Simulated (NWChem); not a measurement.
# SiHClOF (SMILES O[Si](F)Cl): levels of theory compared

Aim: a comparison of 3 runs (UB3LYP/def2-TZVP, UB3LYP/def2-SVP, UB3LYP/def2-TZVPP) of SiHClOF. 

Program for the calculation: NWChem 7.3.0.

## 1. Starting point

The species is SiHClOF (5 atoms), meant as a doublet with charge 0. As SMILES, `O[Si](F)Cl`. The coordinates come from a PBE0-D4/def2-TZVP relaxation. This is one conformer, not always the lowest.

Bond lengths: O1–Si2 1.630 Å, Si2–F3 1.596 Å, Si2–Cl4 2.040 Å, O1–H5 0.960 Å. Angles: O1–Si2–F3 109.7°, O1–Si2–Cl4 106.8°, F3–Si2–Cl4 108.8°, Si2–O1–H5 117.9°.

## 2. Energy and gradient at UB3LYP/def2-TZVP (run 1)

Input file clfhosi.xyz:

```xyz
5
ClFHOSi
O     -0.003500     1.141300    -0.013500
Si     0.078300    -0.426700     0.425700
F      0.979500    -1.232100    -0.616800
Cl    -1.825100    -1.157700     0.353200
H      0.820600     1.601600    -0.189800
```

Input file clfhosi.nw:

```
start clfhosi
title "ClFHOSi"
memory 2200 mb

geometry noautosym nocenter noautoz
  load format xyz clfhosi.xyz
end

basis spherical bse
  * library def2-TZVP
end

dft
  xc b3lyp
  mult 2
  grid fine
  convergence energy 1e-08
  iterations 100
  mulliken
  print low
end

task dft gradient
```

The run is started by

```console
$ nwchem clfhosi.nw > clfhosi.out
```

The log of the run:

```text
[...]
 d= 0,ls=0.0,diis     1   -925.5104580382 -1.14D+03  4.99D-03  3.91D-01     2.9
[...]
 d= 0,ls=0.0,diis    12   -925.6168026410 -1.07D-09  6.87D-08  3.46D-10    29.9
[...]
         Total DFT energy =     -925.616802640959
      One electron energy =    -1714.113303584235
           Coulomb energy =      639.672072807644
    Exchange-Corr. energy =      -68.786838100992
 Nuclear repulsion energy =      217.611266236624
[...]
      Total Density - Mulliken Population Analysis
     ---------------------------------------------
    Atom       Charge   Shell Charges
 -----------   ------   -------------------------------------------------------
    1 O    8     8.46   0.79  1.18  0.59  0.91  0.26  1.93  1.91  0.87  0.00  0.02  0.00
    2 Si  14    13.38   2.00  0.57  1.39  0.88  0.37  4.13  1.68  0.58  0.88  0.20  0.28  0.29  0.12
    3 F    9     9.28   0.77  1.20  0.61  0.97  0.34  2.29  2.12  0.96  0.00  0.01  0.00
    4 Cl  17    17.20   2.01  0.43  1.52  1.15  0.78  4.19  1.67  1.14  2.80  1.46  0.01  0.03  0.00
    5 H    1     0.68   0.25  0.33  0.04  0.05
[...]
      <S2> =      0.7516 (Exact =     0.7500)
                         DFT ENERGY GRADIENTS
    atom               coordinates                        gradient
                 x          y          z           x          y          z
   1 O      -0.006614   2.156744  -0.025511    0.001441  -0.002917   0.000683
   2 Si      0.147966  -0.806346   0.804456   -0.001711   0.000258  -0.004849
   3 F       1.850987  -2.328331  -1.165583   -0.003139   0.002595   0.003416
   4 Cl     -3.448939  -2.187736   0.667451    0.005432   0.002235   0.000033
   5 H       1.550709   3.026585  -0.358670   -0.002024  -0.002172   0.000717
 Task  times  cpu:       46.0s     wall:       46.0s
 Total times  cpu:       46.0s     wall:       46.0s
```

Wall time 47 s (1 thread of AMD EPYC 9R45 (Zen 5), shared host); peak memory 0.14 GiB.

## 3. Energy and forces at UB3LYP/def2-SVP (run 2)

Input file test.nw:

```
start test
title "ClFHOSi"
memory stack 880 mb heap 220 mb global 1100 mb

geometry units angstroms noautosym nocenter noautoz
 O       -0.003500       1.141300      -0.013500
 Si       0.078300      -0.426700       0.425700
 F        0.979500      -1.232100      -0.616800
 Cl      -1.825100      -1.157700       0.353200
 H        0.820600       1.601600      -0.189800
end

basis spherical bse
 * library def2-SVP
end

dft
 xc b3lyp
 mult 2
 grid fine
 convergence energy 1e-08
 iterations 100
 mulliken
 noprint "final vectors analysis"
end

task dft gradient
```

The run is started by

```console
$ nwchem test.nw > test.out
```

The log of the run:

```text
[...]
          Wavefunction type:  spin polarized.
          No. of atoms     :     5
          No. of electrons :    49
[...]
          Charge           :     0
          Spin multiplicity:     2
[...]
          AO basis - number of functions:    69
[...]
              XC Information
              --------------
                         B3LYP Method XC Potential
                     Hartree-Fock (Exact) Exchange  0.200
                        Slater Exchange Functional  0.800 local
                    Becke 1988 Exchange Functional  0.720 non-local
              Lee-Yang-Parr Correlation Functional  0.810
                  VWN I RPA Correlation Functional  0.190 local
[...]
 d= 0,ls=0.0,diis     1   -925.0206509950 -1.14D+03  1.08D-02  2.09D-01     0.6
[...]
 d= 0,ls=0.0,diis    11   -925.1142160935 -7.19D-09  3.94D-07  7.30D-10     5.3
[...]
         Total DFT energy =     -925.114216093509
      One electron energy =    -1713.387666754754
           Coulomb energy =      639.421875682952
    Exchange-Corr. energy =      -68.759691258332
 Nuclear repulsion energy =      217.611266236624
[...]
      <S2> =      0.7514 (Exact =     0.7500)
[...]
  wavefunction    = open shell
                         DFT ENERGY GRADIENTS
    atom               coordinates                        gradient
                 x          y          z           x          y          z
   1 O      -0.006614   2.156744  -0.025511    0.004849  -0.012837   0.003839
   2 Si      0.147966  -0.806346   0.804456    0.002044   0.000921  -0.020732
   3 F       1.850987  -2.328331  -1.165583   -0.013154   0.011416   0.015371
   4 Cl     -3.448939  -2.187736   0.667451    0.011187   0.004415   0.000327
   5 H       1.550709   3.026585  -0.358670   -0.004925  -0.003914   0.001195
[...]
```

Run time: 7.8 s. Hardware: 1 thread of AMD EPYC 9R45 (Zen 5), shared host; peak memory 0.12 GiB.

## 4. Energy and forces at UB3LYP/def2-TZVPP (run 3)

Input file clfhosi.nw:

```
START clfhosi
TITLE "ClFHOSi"
memory 2200 mb
GEOMETRY units angstroms noautosym nocenter noautoz
  O     -0.003500     1.141300    -0.013500
  Si     0.078300    -0.426700     0.425700
  F      0.979500    -1.232100    -0.616800
  Cl    -1.825100    -1.157700     0.353200
  H      0.820600     1.601600    -0.189800
END
BASIS "ao basis" spherical bse
  * library def2-TZVPP
END
DFT
  xc b3lyp
  mult 2
  grid fine
  convergence energy 1e-08
  iterations 100
  mulliken
  noprint "final vectors analysis"
END
TASK dft gradient
```

The run is started by

```console
$ nwchem clfhosi.nw > clfhosi.out
```

The log of the run:

```text
[...]
          Wavefunction type:  spin polarized.
          No. of atoms     :     5
          No. of electrons :    49
[...]
          Charge           :     0
          Spin multiplicity:     2
[...]
          AO basis - number of functions:   160
[...]
              XC Information
              --------------
                         B3LYP Method XC Potential
                     Hartree-Fock (Exact) Exchange  0.200
                        Slater Exchange Functional  0.800 local
                    Becke 1988 Exchange Functional  0.720 non-local
              Lee-Yang-Parr Correlation Functional  0.810
                  VWN I RPA Correlation Functional  0.190 local
[...]
 d= 0,ls=0.0,diis     1   -925.5122156263 -1.14D+03  4.46D-03  3.93D-01     3.5
[...]
 d= 0,ls=0.0,diis    12   -925.6186726857 -1.17D-09  6.04D-08  3.61D-10    36.3
[...]
         Total DFT energy =     -925.618672685732
      One electron energy =    -1714.117448385641
           Coulomb energy =      639.674789990599
    Exchange-Corr. energy =      -68.787280527315
 Nuclear repulsion energy =      217.611266236624
[...]
      <S2> =      0.7516 (Exact =     0.7500)
[...]
  wavefunction    = open shell
                         DFT ENERGY GRADIENTS
    atom               coordinates                        gradient
                 x          y          z           x          y          z
   1 O      -0.006614   2.156744  -0.025511   -0.000388  -0.003775   0.001042
   2 Si      0.147966  -0.806346   0.804456   -0.001825   0.000224  -0.004764
   3 F       1.850987  -2.328331  -1.165583   -0.003095   0.002637   0.003363
   4 Cl     -3.448939  -2.187736   0.667451    0.005535   0.002263   0.000029
   5 H       1.550709   3.026585  -0.358670   -0.000228  -0.001349   0.000330
[...]
```

It took 56 s on 1 thread of AMD EPYC 9R45 (Zen 5), shared host; peak memory 0.15 GiB.

## 5. The series

```csv
run,level,energy (Eh),⟨S²⟩,largest force (eV/Å),wall time
1,UB3LYP/def2-TZVP,-925.616803,0.752,0.302,47 s
2,UB3LYP/def2-SVP,-925.114216,0.751,1.195,7.8 s
3,UB3LYP/def2-TZVPP,-925.618673,0.752,0.307,56 s
```

## 6. Summary of results

```
                       quantity          value
            run 3: total energy  -925.61867 Eh
           run 3: dipole moment         2.02 D
                    run 3: ⟨S²⟩          0.752
run 3: largest force on an atom     0.307 eV/Å
```

In words: Over the runs the total energy spans 13.727 eV. All runs together took 1.8 min, the longest 56 s.
